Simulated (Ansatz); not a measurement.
# BH3O: the cost of one run

Method: PBE0-D4/def2-TZVP structures, single points in def2-TZVPP, no counterpoise correction; program: Ansatz 0.2.0, Gaussian basis.

Levels: SPW92, PBE-D4, BLYP-D4, r2SCAN-D4, B97M-V, PBE0-D4, B3LYP-D4, r2SCAN0-D4, BHLYP-D4, CAM-B3LYP-D4, wB97X-V, wB97M-V, B2PLYP, PBE-QIDH, RPA on PBE, Hartree-Fock, MP2, CCSD, CCSD(T).

Cores are frozen in the correlated methods. B3LYP uses VWN-RPA correlation. B2PLYP carries no dispersion term here.

114 further runs of the same task are left out: 1 that didn't finish, 113 set aside as unsound or not needed.

### 1 The system as given

The complex: 14 atoms, charge 0, spin multiplicity 1.

Atoms are counted from 1 here; the program's logs count them from 0.

Bond lengths: B1–H3 1.196 Å, B1–H4 1.200 Å, B1–O6 1.351 Å, C2–H7 1.091 Å, C2–H9 1.091 Å, C2–H10 1.090 Å, C2–H11 1.091 Å, H5–N8 1.014 Å, O6–H12 0.961 Å, N8–H13 1.013 Å, N8–H14 1.012 Å. Angles: H3–B1–H4 122.8°, H3–B1–O6 116.7°, H4–B1–O6 120.5°, H7–C2–H9 110.0°, H7–C2–H10 109.6°, H7–C2–H11 110.0°, H9–C2–H10 109.0°, H9–C2–H11 109.3°, H10–C2–H11 109.0°, B1–O6–H12 113.5°, H5–N8–H13 107.1°, H5–N8–H14 107.5°, H13–N8–H14 107.0°.

Coordinates:

```mol
CH10BNO
  3D, bonds by distance, orders not assigned

 14 11  0  0  0  0  0  0  0  0999 V2000
   -0.6573   -1.8318   -0.0810 B   0  0
    0.2612    0.8445    1.8594 C   0  0
   -1.6977   -1.3071   -0.3486 H   0  0
   -0.4785   -2.4364    0.9398 H   0  0
    0.2113    0.4021   -1.8469 H   0  0
    0.3253   -1.7359   -1.0036 O   0  0
    0.2441    1.1665    0.8167 H   0  0
    0.0573    1.4006   -1.7596 N   0  0
    1.1070    0.1770    2.0302 H   0  0
    0.3587    1.7145    2.5094 H   0  0
   -0.6650    0.3218    2.1033 H   0  0
    1.1431   -2.1638   -0.7372 H   0  0
   -0.8886    1.5845   -2.0707 H   0  0
    0.6791    1.8633   -2.4110 H   0  0
  1  3  8  0
  1  4  8  0
  1  6  8  0
  2  7  8  0
  2  9  8  0
  2 10  8  0
  2 11  8  0
  5  8  8  0
  6 12  8  0
  8 13  8  0
  8 14  8  0
M  END
```

Its parts: BH3O holds atoms 1, 3, 4, 6, 12; CH4 holds atoms 2, 7, 9, 10, 11; NH3 holds atoms 5, 8, 13, 14. Each part counts its atoms afresh in its own runs.

### 2 Relaxing BH3O alone

Contents of relax-a/in.yaml:

```yaml
crystal:
  periodic: [false, false, false]
  atoms:
    - {symbol: B, position_ang: [-0.657329, -1.831754, -0.080999]}
    - {symbol: H, position_ang: [-1.697679, -1.307060, -0.348638]}
    - {symbol: H, position_ang: [-0.478506, -2.436403, 0.939796]}
    - {symbol: O, position_ang: [0.325340, -1.735911, -1.003623]}
    - {symbol: H, position_ang: [1.143127, -2.163767, -0.737247]}
basis:
  gaussian: {orbitals: def2-TZVP}
hamiltonian: {xc: pbe0, dispersion: d4}
relax: {f_tol: 0.005, max_steps: 200}
```

Command:

```
ansatz run in.yaml --threads 3 --pin off --events-out ev --progress --plain --max-ram 6092MiB
```

**Question.** How long does this run take on 3 threads of Intel Xeon at 2.30GHz, shared host?

About 1.8 s.
